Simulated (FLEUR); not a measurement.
# TaN (Fm-3m) in FLEUR: notebook

The runs below take TaN through single point, with PBEsol+U.

Everything below comes from runs of FLEUR MaX-R8.1 (later development tree). Logs are shortened: lines on timing, memory, paths and dates and some standing lists are left out, and cuts for length are marked.

## (1) The crystal as given

Symmetry: Fm-3m, No. 225, cubic system. The conventional cell has a = 4.358 Å, b = 4.358 Å, c = 4.358 Å, α = 90.00°, β = 90.00°, γ = 90.00°. Around Ta (site symmetry m-3m) lie 6 N at 2.18 Å. N (site symmetry m-3m) has 6 Ta at 2.18 Å as nearest neighbours.

## (2) Single point, PBEsol+U, collinear spin, ferromagnetic start

File inp.xml:

```xml
<?xml version="1.0" encoding="UTF-8" standalone="no"?>
<fleurInput fleurInputVersion="0.39">
   <comment>
      TaN                                                                                                 
   </comment>
   <calculationSetup>
      <cutoffs Kmax="4.93" Gmax="15.3" GmaxXC="15.3" numbands="0"/>
      <scfLoop itmax="100" minDistance="0.0002" maxIterBroyd="50" imix="Anderson" alpha="0.05" precondParam="0.0" spinf="2.0" sdNocoIR="T"/>
      <coreElectrons ctail="T" frcor="F" kcrel="0" coretail_lmax="0"/>
      <xcFunctional name="PBEs" relativisticCorrections="F"/>
      <magnetism jspins="2"/>
      <soc l_soc="F" theta="0.0" phi="0.0" spav="F"/>
      <expertModes spex="0" secvar="F"/>
      <geometryOptimization l_f="F" forcealpha="1.0" forcemix="BFGS" epsdisp="0.00001" epsforce="0.00001"/>
      <ldaU l_linMix="F" mixParam="0.05" spinf="1.0"/>
   </calculationSetup>
   <cell>
      <bzIntegration valenceElectrons="32.0" mode="gauss" fermiSmearingEnergy="0.00183747">
         <kPointListSelection listName="default-1"/>
         <!-- k-points included here -->
         <xi:include xmlns:xi="http://www.w3.org/2001/XInclude" href="kpts.xml"> </xi:include>
      </bzIntegration>
      <!-- symmetry operations included here -->
      <xi:include xmlns:xi="http://www.w3.org/2001/XInclude" href="sym.xml"> </xi:include>
      <bulkLattice scale="1.0">
         <bravaisMatrix>
            <row-1>    0.0000000000000000     4.1177157010446228     4.1177157010446228</row-1>
            <row-2>    4.1177157010446228     0.0000000000000000     4.1177157010446228</row-2>
            <row-3>    4.1177157010446228     4.1177157010446228     0.0000000000000000</row-3>
         </bravaisMatrix>
      </bulkLattice>
   </cell>
   <atomSpecies>
      <species name="Tantalum (2.001" element="Ta" atomicNumber="73">
         <mtSphere radius="2.36" gridPoints="781" logIncrement="0.017"/>
         <atomicCutoffs lmax="9" lnonsphr="9"/>
         <electronConfig flipSpins="F">
            <coreConfig>(1s1/2) (2s1/2) (2p1/2) (2p3/2) (3s1/2) (3p1/2) (3p3/2) (4s1/2) (3d3/2) (3d5/2) (4p1/2) (4p3/2) (4d3/2) (4d5/2)</coreConfig>
            <valenceConfig>(5s1/2) (5p1/2) (5p3/2) (6s1/2) (4f5/2) (4f7/2) (5d3/2) (5d5/2)</valenceConfig>
            <stateOccupation state="(5d3/2)" spinUp="0.7005" spinDown="0.4995"/>
            <stateOccupation state="(5d5/2)" spinUp="1.8" spinDown="0.0"/>
         </electronConfig>
         <energyParameters s="6" p="6" d="5" f="4"/>
         <ldaU l="2" U="3" J="0.7" l_amf="F"/>
         <lo type="SCLO" l="0" n="5" eDeriv="0"/>
         <lo type="SCLO" l="1" n="5" eDeriv="0"/>
         <lo type="SCLO" l="3" n="4" eDeriv="2"/>
      </species>
      <species name="Nitrogen (N)" element="N" atomicNumber="7">
         <mtSphere radius="1.46" gridPoints="483" logIncrement="0.022"/>
         <atomicCutoffs lmax="8" lnonsphr="8"/>
         <electronConfig flipSpins="F">
            <coreConfig>(1s1/2)</coreConfig>
            <valenceConfig>(2s1/2) (2p1/2) (2p3/2)</valenceConfig>
            <stateOccupation state="(2p1/2)" spinUp="0.500000" spinDown="0.500000"/>
            <stateOccupation state="(2p3/2)" spinUp="1.000000" spinDown="1.000000"/>
         </electronConfig>
         <energyParameters s="2" p="2" d="3" f="4"/>
         <lo type="SCLO" l="0" n="2" eDeriv="2"/>
         <lo type="SCLO" l="1" n="2" eDeriv="2"/>
         <lo type="SCLO" l="2" n="3" eDeriv="2"/>
      </species>
   </atomSpecies>
   <atomGroups>
      <atomGroup species="Tantalum (2.001">
         <relPos label="                   1">1.000/2.000 1.000/2.000 1.000/2.000</relPos>
         <force calculate="T" relaxXYZ="TTT"/>
      </atomGroup>
      <atomGroup species="Nitrogen (N)">
         <relPos label="                   2">.0000000000 .0000000000 .0000000000</relPos>
         <force calculate="T" relaxXYZ="TTT"/>
      </atomGroup>
   </atomGroups>
   <output dos="F" band="F" slice="F">
      <checks vchk="F" cdinf="F"/>
      <bandDOS minEnergy="-.5*Htr" maxEnergy="0.5*Htr" sigma="0.015" storeEVData="T"/>
      <vacuumDOS vacdos="F" integ="F" star="F" nstars="0" locx1="0.0" locy1="0.0" locx2="0.0" locy2="0.0" nstm="0" tworkf="0.0"/>
      <unfoldingBand unfoldBand="F" supercellX="1" supercellY="1" supercellZ="1"/>
      <plotting iplot="0" polar="F">
         <plot TwoD="T" vec1="  1.0  0.0  0.0" vec2="  0.0  1.0  0.0" vec3="  0.0  0.0  1.0" zero="  0.0  0.0  0.0" file="plot"/>
      </plotting>
      <chargeDensitySlicing numkpt="0" minEigenval="0.0" maxEigenval="0.0" nnne="0" pallst="F"/>
      <specialOutput eonly="F"/>
      <moessbauerParams electricFieldGradient="T" isomerShift="T" coreHyperfine="T" valenceHyperfine="T"/>
      <magneticCircularDichroism mcd="F" energyLo="-10.0" energyUp="0.0"/>
   </output>
  <!-- We include the file relax.xml here to enable relaxations (see documentation) -->
  <xi:include xmlns:xi="http://www.w3.org/2001/XInclude" href="relax.xml"> <xi:fallback/> </xi:include>
</fleurInput>
```

File crystal.txt:

```
TaN
&input cartesian=F /
0.0000000000  2.1790013100  2.1790013100
2.1790013100  0.0000000000  2.1790013100
2.1790013100  2.1790013100  0.0000000000
1.8897261246
1.0 1.0 1.0

2
73 0.5000000000  0.5000000000  0.5000000000 : 2.001
7 0.0000000000  0.0000000000  0.0000000000

&kpt div1=7 div2=7 div3=7 gamma=T /
```

Potentials or basis: all-electron, FLAPW.

Started as:

```sh
> inpgen -f crystal.txt -profile fastHighL
> # inp.xml edited to the form shown
> fleur_MPI
```

The log of the run:

```text
Welcome to FLEUR        (www.flapw.de)
      MaX-Release 8.1          (www.max-centre.eu)

 ========== k-point set info ==========
 Selected k-point list: default-1
 k-point list type: mesh
 7 x 7 x 7
 Number of k points: 20

 ------------Calculation Setup---------------------------
 Number of MPI-tasks      :            1
 Number of PE/node        :            1
 Number of OMP-threads    :            1
 Most efficient MPI parallelization for:
           1           2           4           5          10          20
 Additional eigenvalue parallelization possible
 Number of basis functions:          337
 Approximate size of matrices (H+S) per k-point:         0.002 GB
 --------------------------------------------------------
 no density matrix found ... skipping LDA+U
 Reset of history
 Iteration:     1   Distance:      26.29236405 me/bohr^3
 Iteration:     2   Distance:      23.62561379 me/bohr^3
 Iteration:     3   Distance:      19.84248083 me/bohr^3
 Iteration:     4   Distance:      10.85554028 me/bohr^3
 Iteration:     5   Distance:       9.36931471 me/bohr^3
 Iteration:     6   Distance:       3.91821742 me/bohr^3
 Iteration:     7   Distance:       2.96692343 me/bohr^3
 Iteration:     8   Distance:       1.42548782 me/bohr^3
 Iteration:     9   Distance:       1.53918462 me/bohr^3
 Iteration:    10   Distance:       0.73670138 me/bohr^3
 Iteration:    11   Distance:       0.74000187 me/bohr^3
 Iteration:    12   Distance:       0.10228042 me/bohr^3
 Iteration:    13   Distance:       0.10979229 me/bohr^3
 Iteration:    14   Distance:       0.08465962 me/bohr^3
 Iteration:    15   Distance:       0.02936783 me/bohr^3
 Iteration:    16   Distance:       0.01061134 me/bohr^3
 Iteration:    17   Distance:       0.00729803 me/bohr^3
 Iteration:    18   Distance:       0.00320840 me/bohr^3
 Iteration:    19   Distance:       0.00188367 me/bohr^3
 Iteration:    20   Distance:       0.00012275 me/bohr^3

 ********************************************************************
 Run finished successfully
 Stop message:
   all done
 ********************************************************************
```

Run time: 34 s. Hardware: 1 thread of Arm Neoverse V2, shared host; peak memory 0.08 GiB.

What came out:

```yaml
Free_energy: -426566.8696 eV
Net_moment: 0.00 μB per cell
Valence_electrons_inside_the_program's_atomic_spheres: Ta 24.51; N 3.57 (radii Ta 2.36, N 1.46 bohr)
```

Eigenvalues of the final occupation matrices:
| site | spin | trace | eigenvalues |
| --- | --- | --- | --- |
| atom type 1 | 1 | 1.04 | 0.17 0.17 0.23 0.23 0.23 |
| atom type 1 | 2 | 1.04 | 0.17 0.17 0.23 0.23 0.23 |

Core levels (eV from the Fermi level):
| atom | levels |
| --- | --- |
| 1 Ta | 1s1/2 -67252.0, 2s1/2 -11545.0, 2p1/2 -11033.3, 2p3/2 -9763.7, 3s1/2 -2642.2, 3p1/2 -2414.9, 3p3/2 -2141.6, 4s1/2 -536.0, 3d3/2 -1758.0, 3d5/2 -1698.5, 4p1/2 -442.4, 4p3/2 -379.4, 4d3/2 -225.6, 4d5/2 -214.0 |
| 2 N | 1s1/2 -376.9 |

Caveat: with Gaussian smearing the program prints no entropy term, so the energy of a metal isn't a free energy. The state reached can hang on the start; a lower one may exist.

## (3) Single point, PBEsol+U, collinear spin, antiferromagnetic start (cell doubled along one axis)

Changes to inp.xml since step 2:

```diff
@@ -17,3 +17,3 @@
    <cell>
-      <bzIntegration valenceElectrons="32.0" mode="gauss" fermiSmearingEnergy="0.00183747">
+      <bzIntegration valenceElectrons="64.0" mode="gauss" fermiSmearingEnergy="0.00183747">
          <kPointListSelection listName="default-1"/>
@@ -27,3 +27,3 @@
             <row-1>    0.0000000000000000     4.1177157010446228     4.1177157010446228</row-1>
-            <row-2>    4.1177157010446228     0.0000000000000000     4.1177157010446228</row-2>
+            <row-2>    8.2354314020892456     0.0000000000000000     8.2354314020892456</row-2>
             <row-3>    4.1177157010446228     4.1177157010446228     0.0000000000000000</row-3>
@@ -62,2 +62,17 @@
       </species>
+      <species name="Tantalum (-2.001" element="Ta" atomicNumber="73">
+         <mtSphere radius="2.36" gridPoints="781" logIncrement="0.017"/>
+         <atomicCutoffs lmax="9" lnonsphr="9"/>
+         <electronConfig flipSpins="F">
+            <coreConfig>(1s1/2) (2s1/2) (2p1/2) (2p3/2) (3s1/2) (3p1/2) (3p3/2) (4s1/2) (3d3/2) (3d5/2) (4p1/2) (4p3/2) (4d3/2) (4d5/2)</coreConfig>
+            <valenceConfig>(5s1/2) (5p1/2) (5p3/2) (6s1/2) (4f5/2) (4f7/2) (5d3/2) (5d5/2)</valenceConfig>
+            <stateOccupation state="(5d3/2)" spinUp="0.4995" spinDown="0.7005"/>
+            <stateOccupation state="(5d5/2)" spinUp="0.0" spinDown="1.8"/>
+         </electronConfig>
+         <energyParameters s="6" p="6" d="5" f="4"/>
+         <ldaU l="2" U="3" J="0.7" l_amf="F"/>
+         <lo type="SCLO" l="0" n="5" eDeriv="0"/>
+         <lo type="SCLO" l="1" n="5" eDeriv="0"/>
+         <lo type="SCLO" l="3" n="4" eDeriv="2"/>
+      </species>
    </atomSpecies>
@@ -65,3 +80,3 @@
       <atomGroup species="Tantalum (2.001">
-         <relPos label="                   1">1.000/2.000 1.000/2.000 1.000/2.000</relPos>
+         <relPos label="                   1">1.000/2.000 .0000000000 1.000/2.000</relPos>
          <force calculate="T" relaxXYZ="TTT"/>
@@ -69,3 +84,8 @@
       <atomGroup species="Nitrogen (N)">
-         <relPos label="                   2">.0000000000 .0000000000 .0000000000</relPos>
+         <relPos label="                   2">.0000000000 -1.000/4.000 .0000000000</relPos>
+         <relPos label="                   4">.0000000000 1.000/4.000 .0000000000</relPos>
+         <force calculate="T" relaxXYZ="TTT"/>
+      </atomGroup>
+      <atomGroup species="Tantalum (-2.001">
+         <relPos label="                   3">1.000/2.000 1.000/2.000 1.000/2.000</relPos>
          <force calculate="T" relaxXYZ="TTT"/>
```

File crystal.txt:

```
TaN
&input cartesian=F /
0.0000000000  2.1790013100  2.1790013100
4.3580026200  0.0000000000  4.3580026200
2.1790013100  2.1790013100  0.0000000000
1.8897261246
1.0 1.0 1.0

4
73 0.5000000000  0.2500000000  0.5000000000 : 2.001
7 0.0000000000  0.0000000000  0.0000000000
73 0.5000000000  0.7500000000  0.5000000000 : -2.001
7 0.0000000000  0.5000000000  0.0000000000

&kpt div1=7 div2=4 div3=7 gamma=T /
```

Potentials or basis: all-electron, FLAPW.

Started as:

```sh
> inpgen -f crystal.txt -profile fastHighL
> # inp.xml edited to the form shown
> fleur_MPI
```

Run time: 8.4 min. Hardware: 1 thread of Arm Neoverse V2, shared host; peak memory 0.21 GiB.

Results (log left out):

* Free energy: -853133.6834 eV
* Net moment: 0.00 μB per cell
* Valence electrons inside the program's atomic spheres: Ta 24.51; N 3.56 (radii Ta 2.36, N 1.46 bohr)

Levels at points of the mesh, in eV from the Fermi level:
Spin up:
```
           k point  band 30  band 31  band 32  band 33  band 34  band 35
(0.00, 0.00, 0.00)    -3.93    -2.13    -2.12    -2.12     0.26     0.28
(0.00, 0.50, 0.00)    -6.42    -0.80    -0.80    -0.33    -0.33    -0.32
```
Spin down:
| k point | band 29 | band 30 | band 31 | band 32 | band 33 | band 34 | band 35 | band 36 |
| --- | --- | --- | --- | --- | --- | --- | --- | --- |
| (0.00, 0.00, 0.00) | -3.94 | -3.93 | -2.13 | -2.12 | -2.12 | 0.26 | 0.28 | 1.59 |
| (0.00, 0.50, 0.00) | -6.42 | -6.42 | -0.80 | -0.80 | -0.33 | -0.33 | -0.32 | -0.32 |

Eigenvalues of the final occupation matrices:
```tsv
site	spin	trace	eigenvalues
atom type 1	1	1.05	0.17 0.17 0.23 0.23 0.24
atom type 3	1	1.05	0.17 0.17 0.23 0.23 0.24
atom type 1	2	1.05	0.17 0.17 0.23 0.23 0.24
atom type 3	2	1.05	0.17 0.17 0.23 0.23 0.24
```

Core levels (eV from the Fermi level):
| atom | levels |
| --- | --- |
| 1 Ta | 1s1/2 -67251.9, 2s1/2 -11544.9, 2p1/2 -11033.2, 2p3/2 -9763.6, 3s1/2 -2642.1, 3p1/2 -2414.8, 3p3/2 -2141.5, 4s1/2 -535.9, 3d3/2 -1757.9, 3d5/2 -1698.4, 4p1/2 -442.3, 4p3/2 -379.3, 4d3/2 -225.5, 4d5/2 -213.9 |
| 2 N | 1s1/2 -376.8 |
| 3 Ta | 1s1/2 -67251.9, 2s1/2 -11544.9, 2p1/2 -11033.2, 2p3/2 -9763.6, 3s1/2 -2642.1, 3p1/2 -2414.8, 3p3/2 -2141.5, 4s1/2 -535.9, 3d3/2 -1757.9, 3d5/2 -1698.4, 4p1/2 -442.3, 4p3/2 -379.3, 4d3/2 -225.5, 4d5/2 -213.9 |
| 4 N | 1s1/2 -376.8 |

Caveat: with Gaussian smearing the program prints no entropy term, so the energy of a metal isn't a free energy. The state reached can hang on the start; a lower one may exist.
